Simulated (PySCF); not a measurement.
# CH4F2Ge: the cost of one run

Computed with PySCF 2.14.0, with density-fitted response routines of our own, on a single molecule in the gas phase. Atoms are numbered from 0 throughout.

### Step 1. Starting geometry

8 atoms, charge 0, multiplicity 1; geometry from: GFN2-xTB. The atoms were then displaced at random by about 0.01 Å, so the start is not that level's minimum.

Bonds of the start (Å): F0–C1 1.33, C1–F2 1.37, C1–Ge3 2.04, C1–H4 1.09, Ge3–H5 1.48, Ge3–H6 1.48, Ge3–H7 1.48.

### Step 2. Geometry optimisation at PBE0-D3(BJ)/def2-SVP

The job: settings as JSON, then the geometry in Å.

```
{"job": {"xc": "PBE0", "basis": "def2-SVP", "d3": "d3bj", "grid": 1, "shake": 0.01, "kind": "geom"}, "charge": 0, "multiplicity": 1}
F     -1.376610     1.025220    -0.786740
C     -1.002630     0.033410     0.022110
F     -1.489220    -1.114290    -0.537100
Ge     1.031860    -0.021470     0.062050
H     -1.515240     0.164750     0.974490
H      1.411940    -1.165300     0.919030
H      1.507200     1.259780     0.630560
H      1.487820    -0.201240    -1.336860
```

Run with:

```sh
$ OMP_NUM_THREADS=1 python probes_run.py task.json out
```

This one command runs all jobs of the session in turn.

**Question.** How long does this first job take on 1 thread of Arm Neoverse V1, shared host, and how much memory does it need?

About 23 s, with a peak of 0.39 GiB.
